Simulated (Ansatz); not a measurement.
# SrTl3 (distorted cell): a check of forces and pressure against finite differences

Program: the Ansatz DFT code, driven from Python.

Interactive session:
```pycon
>>> import warnings
>>> import ansatz as az
>>> import numpy as np
>>> vectors0 = np.array([
...     [4.79415, 0.03641, 0.08764],
...     [0.03641, 4.79894, -0.03086],
...     [0.08764, -0.03086, 5.08684],
... ])
>>> sites = [
...     ("Sr", [0.99727, 0.0045, 0.00381]),
...     ("Tl", [0.98873, 0.49461, 0.50267]),
...     ("Tl", [0.49086, 0.00099, 0.50647]),
...     ("Tl", [0.49971, 0.49788, 0.0026]),
... ]
>>> def crystal_on(cell):
...     crystal = az.Crystal(lattice=az.Lattice.of(cell))
...     for symbol, position in sites:
...         crystal = crystal.atom(symbol, position)
...     return crystal
...
>>> warnings.simplefilter("ignore", az.DeckWarning)
>>> def solve(crystal):
...     return (
...         crystal.calculation()
...         .functional("r2SCAN")
...         .occupations("methfessel_paxton", width=0.1)
...         .basis(650, xc_grid=2)
...         .kpoints(4, 4, 3)
...         .scf(tolerance=1e-09)
...         .forces()
...         .stress()
...         .run(threads=1)
...     ).report
...
>>> centre = solve(crystal_on(vectors0))
>>> start = crystal_on(vectors0)
>>> # move one atom both ways along a Cartesian axis
>>> print(f"force on atom 0 along y: analytic {centre['forces_ev_ang'][0][1]:.4f} eV/A")
force on atom 0 along y: analytic -0.1624 eV/A
>>> for h in (0.005, 0.02):
...     shift = np.eye(3)[1] * h @ np.linalg.inv(vectors0)
...     plus, minus = (solve(start.move(0, to=np.array(sites[0][1]) + sign * shift))["lagrangian_ev"] for sign in (1, -1))
...     print(f"  step {h} A: numerical {-(plus - minus) / (2 * h):.4f} eV/A")
...
  step 0.005 A: numerical -0.1624 eV/A
  step 0.02 A: numerical -0.1624 eV/A
>>> # P = -dF/dV; the difference feels the change of the plane-wave count with the cell
>>> volume = abs(np.linalg.det(vectors0))
>>> larger, smaller = (solve(crystal_on(vectors0 * (1 + sign * 0.005) ** (1 / 3)))["lagrangian_ev"] for sign in (1, -1))
>>> numerical = -(larger - smaller) / (0.01 * volume) * 160.21766
>>> print(f"pressure: analytic {np.trace(centre['stress_gpa']) / 3:.3f}, numerical {numerical:.3f} GPa")
pressure: analytic 1.123, numerical 1.124 GPa
```

Reading the output:
- The mesh is modest for a metal, so energies can be off by several to tens of meV an atom and pressures by half a GPa or more; differences at equal mesh fare better.
- The program warned that this SCF threshold is loose for forces or stresses.
- Pressure is positive in compression.
- Spin-orbit coupling, which matters for elements this heavy, is left out.
- The cell is a database structure, distorted on purpose.
- The central difference errs as the square of the step, so the shorter step is the fairer test; what remains comes from the finite grid and the SCF threshold.
- The script silences the warnings on its input, which a real study should read.
- It ran for 3.3 min on 1 thread of Arm Neoverse V1 (shared host), peak memory 0.54 GiB.
